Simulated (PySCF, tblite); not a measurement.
# C₄H₈F₂O: a rotation path, then NMR shifts on frames, part 2 of 2

tblite 0.8.0 and PySCF 2.14.0. Atoms count from 0. The steps go on from the part before.

### 5 Nuclear shieldings: image 5, PBE0/pcSseg-1

What the job is given:

```
{"job": {"kind": "nmr", "xc": "PBE0", "basis": "pcSseg-1", "pop": false}, "charge": 0, "multiplicity": 1}
C      2.337400    -0.110600     0.418800
C      0.859700    -0.455900     0.364900
O      0.275800     0.282400    -0.701700
C     -1.052000    -0.024700    -0.984500
C     -2.075300     0.619600    -0.011700
F     -2.868600    -0.337800     0.536100
F     -1.468000     1.242600     1.018800
H      2.825100    -0.412100    -0.504600
H      2.457500     0.961400     0.540900
H      2.803900    -0.621000     1.256400
H      0.720600    -1.531900     0.180700
H      0.383200    -0.201500     1.319400
H     -1.224600    -1.112700    -0.970300
H     -1.244000     0.354400    -1.990400
H     -2.735200     1.355800    -0.494600
```

Level: GIAO PBE0/pcSseg-1 NMR shielding, non-relativistic, gas phase.

Standard output:

```text
coarse grid: 12568 points
cycle   1  E = -431.4448312625  dE =  8.028e-01  |g| = 8.327e-01  |ddm| = 3.158e+00
cycle   2  E = -431.3085788435  dE =  1.363e-01  |g| = 1.244e+00  |ddm| = 1.342e+00
cycle   3  E = -431.5640816925  dE = -2.555e-01  |g| = 7.968e-02  |ddm| = 8.744e-01
cycle   4  E = -431.5649778378  dE = -8.961e-04  |g| = 4.283e-02  |ddm| = 6.951e-02
cycle   5  E = -431.5653167635  dE = -3.389e-04  |g| = 8.862e-03  |ddm| = 3.061e-02
cycle   6  E = -431.5653275985  dE = -1.084e-05  |g| = 3.311e-03  |ddm| = 7.492e-03
cycle   7  E = -431.5653297633  dE = -2.165e-06  |g| = 2.607e-04  |ddm| = 2.514e-03
final grid: 122224 points
cycle   8  E = -431.6318864661  dE = -4.017e-05  |g| = 1.176e-02  |ddm| = 2.186e-02
cycle   9  E = -431.6318625432  dE =  2.392e-05  |g| = 1.679e-02  |ddm| = 1.603e-02
cycle  10  E = -431.6319124647  dE = -4.992e-05  |g| = 1.327e-03  |ddm| = 9.847e-03
cycle  11  E = -431.6319128447  dE = -3.800e-07  |g| = 2.092e-04  |ddm| = 1.316e-03
cycle  12  E = -431.6319128524  dE = -7.748e-09  |g| = 9.420e-05  |ddm| = 2.059e-04
cycle  13  E = -431.6319128537  dE = -1.222e-09  |g| = 2.126e-05  |ddm| = 6.046e-05
cycle  14  E = -431.6319128537  dE = -6.935e-11  |g| = 5.858e-06  |ddm| = 1.581e-05
converged SCF energy = -431.6319128537

GIAO shielding tensors (ppm)
atom      isotropic    diamagn.    paramagn.     s11        s22        s33       span
  0 C      168.911     246.897     -77.986    153.008    167.645    186.079     33.072
  1 C      113.401     247.052    -133.651     76.445     97.741    166.016     89.571
  2 O      290.666     397.856    -107.189    276.653    287.785    307.561     30.908
  3 C      110.470     245.839    -135.370     83.073    100.566    147.771     64.698
  4 C       65.748     237.158    -171.409     47.326     66.860     83.058     35.732
  5 F      291.241     472.095    -180.854    196.918    325.469    351.337    154.418
  6 F      321.099     476.225    -155.126    220.473    334.806    408.018    187.546
  7 H       30.239      29.109       1.130     26.342     28.279     36.096      9.755
  8 H       30.209      29.695       0.514     26.145     28.918     35.565      9.421
  9 H       30.747      28.217       2.529     26.795     27.871     37.574     10.778
 10 H       28.344      31.597      -3.254     24.665     28.090     32.276      7.611
 11 H       27.403      32.101      -4.699     21.969     29.646     30.592      8.623
 12 H       28.104      30.305      -2.200     24.082     28.351     31.880      7.798
 13 H       27.394      29.175      -1.781     23.122     26.608     32.454      9.332
 14 H       25.515      26.553      -1.038     22.981     23.830     29.734      6.754
```

Wall time 8 s (1 thread of AMD EPYC 9R45, shared host); peak memory 0.82 GiB.

In short: δ C4 121.2, C3 76.5, C1 73.5, C0 18.0, H14 6.20, H13 4.32 ppm.

### 6 Nuclear shieldings: image 6, PBE0/pcSseg-1

What the job is given:

```
{"job": {"kind": "nmr", "xc": "PBE0", "basis": "pcSseg-1", "pop": false}, "charge": 0, "multiplicity": 1}
C      2.311700    -0.135500     0.448900
C      0.832500    -0.467000     0.356200
O      0.291400     0.272400    -0.730100
C     -1.043300     0.012500    -1.023900
C     -2.045500     0.604700    -0.002200
F     -2.585500    -0.379900     0.763500
F     -1.442400     1.459300     0.848300
H      2.811700    -0.410800    -0.476300
H      2.437300     0.931400     0.606100
H      2.761800    -0.675800     1.276500
H      0.685700    -1.542500     0.174300
H      0.329700    -0.201200     1.294700
H     -1.243300    -1.069800    -1.080700
H     -1.227100     0.467600    -1.998600
H     -2.879200     1.142600    -0.478600
```

Method: GIAO PBE0/pcSseg-1 NMR shielding, non-relativistic, gas phase.

Standard output:

```text
coarse grid: 12568 points
cycle   1  E = -431.4449499552  dE =  8.079e-01  |g| = 8.361e-01  |ddm| = 3.159e+00
cycle   2  E = -431.3044497417  dE =  1.405e-01  |g| = 1.256e+00  |ddm| = 1.370e+00
cycle   3  E = -431.5652938828  dE = -2.608e-01  |g| = 8.097e-02  |ddm| = 8.992e-01
cycle   4  E = -431.5662176543  dE = -9.238e-04  |g| = 4.347e-02  |ddm| = 7.077e-02
cycle   5  E = -431.5665664814  dE = -3.488e-04  |g| = 8.887e-03  |ddm| = 3.109e-02
cycle   6  E = -431.5665773953  dE = -1.091e-05  |g| = 3.307e-03  |ddm| = 7.521e-03
cycle   7  E = -431.5665795595  dE = -2.164e-06  |g| = 2.571e-04  |ddm| = 2.523e-03
final grid: 122224 points
cycle   8  E = -431.6330043414  dE = -4.054e-05  |g| = 1.180e-02  |ddm| = 2.345e-02
cycle   9  E = -431.6329802405  dE =  2.410e-05  |g| = 1.685e-02  |ddm| = 1.604e-02
cycle  10  E = -431.6330304833  dE = -5.024e-05  |g| = 1.338e-03  |ddm| = 9.878e-03
cycle  11  E = -431.6330308709  dE = -3.876e-07  |g| = 2.089e-04  |ddm| = 1.346e-03
cycle  12  E = -431.6330308788  dE = -7.867e-09  |g| = 8.995e-05  |ddm| = 2.047e-04
cycle  13  E = -431.6330308799  dE = -1.119e-09  |g| = 2.063e-05  |ddm| = 5.826e-05
cycle  14  E = -431.6330308799  dE = -6.526e-11  |g| = 5.613e-06  |ddm| = 1.550e-05
converged SCF energy = -431.6330308799

GIAO shielding tensors (ppm)
atom      isotropic    diamagn.    paramagn.     s11        s22        s33       span
  0 C      168.893     246.940     -78.047    152.949    167.644    186.086     33.137
  1 C      114.832     247.138    -132.306     79.621     99.152    165.722     86.101
  2 O      293.254     397.655    -104.400    276.921    294.721    308.121     31.200
  3 C      110.881     245.359    -134.478     86.265    101.131    145.247     58.981
  4 C       66.109     237.122    -171.013     47.526     67.312     83.489     35.963
  5 F      287.049     473.826    -186.777    184.083    319.738    357.325    173.241
  6 F      322.005     476.148    -154.144    221.139    329.750    415.126    193.986
  7 H       30.258      29.123       1.135     26.363     28.317     36.094      9.731
  8 H       30.186      29.706       0.480     26.084     28.898     35.577      9.493
  9 H       30.740      28.245       2.495     26.805     27.832     37.581     10.776
 10 H       28.328      31.532      -3.204     24.601     28.053     32.328      7.727
 11 H       27.569      32.183      -4.614     22.366     29.722     30.618      8.252
 12 H       28.024      30.052      -2.028     24.088     28.089     31.894      7.806
 13 H       27.481      29.200      -1.718     23.030     26.565     32.849      9.818
 14 H       25.572      26.404      -0.832     22.769     24.103     29.843      7.074
```

It took 8 s on 1 thread of AMD EPYC 9R45, shared host; peak memory 0.82 GiB.

In short: δ C4 120.8, C3 76.0, C1 72.1, C0 18.0, H14 6.15, H13 4.24 ppm.

### 7 Shielding tensors: image 8, PBE0/pcSseg-1

What the job is given:

```
{"job": {"kind": "nmr", "xc": "PBE0", "basis": "pcSseg-1", "pop": false}, "charge": 0, "multiplicity": 1}
C      2.311300    -0.231600     0.457100
C      0.805500    -0.421400     0.390200
O      0.312900     0.364600    -0.686700
C     -1.007400     0.119900    -1.049600
C     -2.055200     0.545400    -0.006000
F     -2.133400    -0.348300     1.014500
F     -1.747300     1.733900     0.552800
H      2.769900    -0.556600    -0.472700
H      2.541600     0.819200     0.606900
H      2.718800    -0.809700     1.281600
H      0.554800    -1.479000     0.218200
H      0.346200    -0.107400     1.335900
H     -1.183500    -0.948200    -1.259600
H     -1.177500     0.704100    -1.957100
H     -3.061200     0.623100    -0.447400
```

Method: GIAO PBE0/pcSseg-1 NMR shielding, non-relativistic, gas phase.

Standard output:

```text
coarse grid: 12568 points
cycle   1  E = -431.4482740713  dE =  8.111e-01  |g| = 8.376e-01  |ddm| = 3.161e+00
cycle   2  E = -431.3055417016  dE =  1.427e-01  |g| = 1.262e+00  |ddm| = 1.374e+00
cycle   3  E = -431.5691078267  dE = -2.636e-01  |g| = 8.240e-02  |ddm| = 9.034e-01
cycle   4  E = -431.5700634895  dE = -9.557e-04  |g| = 4.397e-02  |ddm| = 7.153e-02
cycle   5  E = -431.5704213536  dE = -3.579e-04  |g| = 8.866e-03  |ddm| = 3.133e-02
cycle   6  E = -431.5704321785  dE = -1.082e-05  |g| = 3.306e-03  |ddm| = 7.477e-03
cycle   7  E = -431.5704343436  dE = -2.165e-06  |g| = 2.479e-04  |ddm| = 2.532e-03
final grid: 122224 points
cycle   8  E = -431.6359710031  dE = -3.938e-05  |g| = 1.174e-02  |ddm| = 2.429e-02
cycle   9  E = -431.6359469764  dE =  2.403e-05  |g| = 1.680e-02  |ddm| = 1.610e-02
cycle  10  E = -431.6359969179  dE = -4.994e-05  |g| = 1.346e-03  |ddm| = 9.793e-03
cycle  11  E = -431.6359973117  dE = -3.938e-07  |g| = 1.942e-04  |ddm| = 1.345e-03
cycle  12  E = -431.6359973184  dE = -6.771e-09  |g| = 8.590e-05  |ddm| = 1.993e-04
cycle  13  E = -431.6359973195  dE = -1.037e-09  |g| = 1.983e-05  |ddm| = 5.810e-05
cycle  14  E = -431.6359973195  dE = -6.048e-11  |g| = 5.414e-06  |ddm| = 1.538e-05
converged SCF energy = -431.6359973195

GIAO shielding tensors (ppm)
atom      isotropic    diamagn.    paramagn.     s11        s22        s33       span
  0 C      168.660     246.880     -78.220    152.642    167.337    186.000     33.358
  1 C      114.658     247.124    -132.466     81.248     99.608    163.118     81.870
  2 O      298.278     397.548     -99.271    271.299    309.674    313.860     42.560
  3 C      111.599     245.029    -133.430     89.331    100.132    145.333     56.002
  4 C       64.729     237.129    -172.401     45.016     68.276     80.894     35.878
  5 F      299.520     475.881    -176.361    195.496    320.909    382.155    186.659
  6 F      321.632     474.639    -153.008    215.143    324.963    424.788    209.644
  7 H       30.359      29.193       1.165     26.491     28.453     36.132      9.641
  8 H       30.226      29.541       0.685     26.216     28.754     35.710      9.494
  9 H       30.744      28.264       2.479     26.799     27.908     37.525     10.726
 10 H       28.360      31.774      -3.414     24.547     28.586     31.947      7.400
 11 H       27.464      32.165      -4.701     21.949     29.941     30.502      8.553
 12 H       28.031      30.048      -2.017     24.113     27.639     32.342      8.228
 13 H       27.567      28.965      -1.397     23.324     26.361     33.018      9.694
 14 H       25.672      26.407      -0.735     22.692     24.504     29.820      7.127
```

Run time: 8 s. Hardware: 1 thread of AMD EPYC 9R45, shared host; peak memory 0.82 GiB.

In short: δ C4 122.2, C3 75.3, C1 72.3, C0 18.3, H14 6.04, H11 4.25 ppm.

### 8 Comparing the runs: NMR shifts

Shifts (ppm) of some atoms, chosen among heavy atoms and hydrogens apart, with basis size and wall time:

| frame | C4 | C3 | H11 | H12 | O2 | F6 | F5 | functions | time |
| --- | --- | --- | --- | --- | --- | --- | --- | --- | --- |
| image 0 | 126.1 | 77.2 | 3.99 | 3.74 | 43.8 | -128.1 | -142.8 | 159 | 11 s |
| image 2 | 123.1 | 75.6 | 4.41 | 3.52 | 38.7 | -141.0 | -145.0 | 159 | 7.9 s |
| image 5 | 121.2 | 76.5 | 4.31 | 3.61 | 45.4 | -150.2 | -120.3 | 159 | 8 s |
| image 6 | 120.8 | 76.0 | 4.15 | 3.69 | 42.8 | -151.1 | -116.1 | 159 | 8 s |
| image 8 | 122.2 | 75.3 | 4.25 | 3.69 | 37.8 | -150.7 | -128.6 | 159 | 8 s |

### 9 Summary of results

The summary covers parts 1 to 2.

```
                                         quantity                                               value
                                          barrier                  0.178 eV (4.1 kcal/mol) at image 5
                            end to end (GFN2-xTB)                                            0.116 eV
  ¹³C shifts against TMS (PBE0/pcSseg-1, image 0)                         126.1, 77.2, 71.7, 17.9 ppm
   ¹H shifts against TMS (PBE0/pcSseg-1, image 0)  6.20, 4.16, 3.99, 3.74, 3.38, 1.44, 1.41, 1.00 ppm
  ¹⁷O shifts against H2O (PBE0/pcSseg-1, image 0)                                            43.8 ppm
¹⁹F shifts against CFCl3 (PBE0/pcSseg-1, image 0)                                  -128.1, -142.8 ppm
            surface potential, 1st and 99th percentile                                  -1.13 V and 1.04 V
                         range of the shift of F5                                -145.0 to -116.1 ppm
```

Along the band the dihedral turns by 127°, and the top (dihedral -7°) lies 4.1 kcal/mol above the start (GFN2-xTB, rough), so at room temperature this motion is fast. The top was not checked by a frequency run. Shifts at one fixed geometry are not the observed spectrum, which averages over the motion. In the first frame run (image 0): The largest span, 209 ppm, is at F5, where the paramagnetic term is -154 ppm. In ppm, F5 moves most: its shift spreads over 28.9 ppm, from -145.0 (image 2) to -116.1 (image 6).
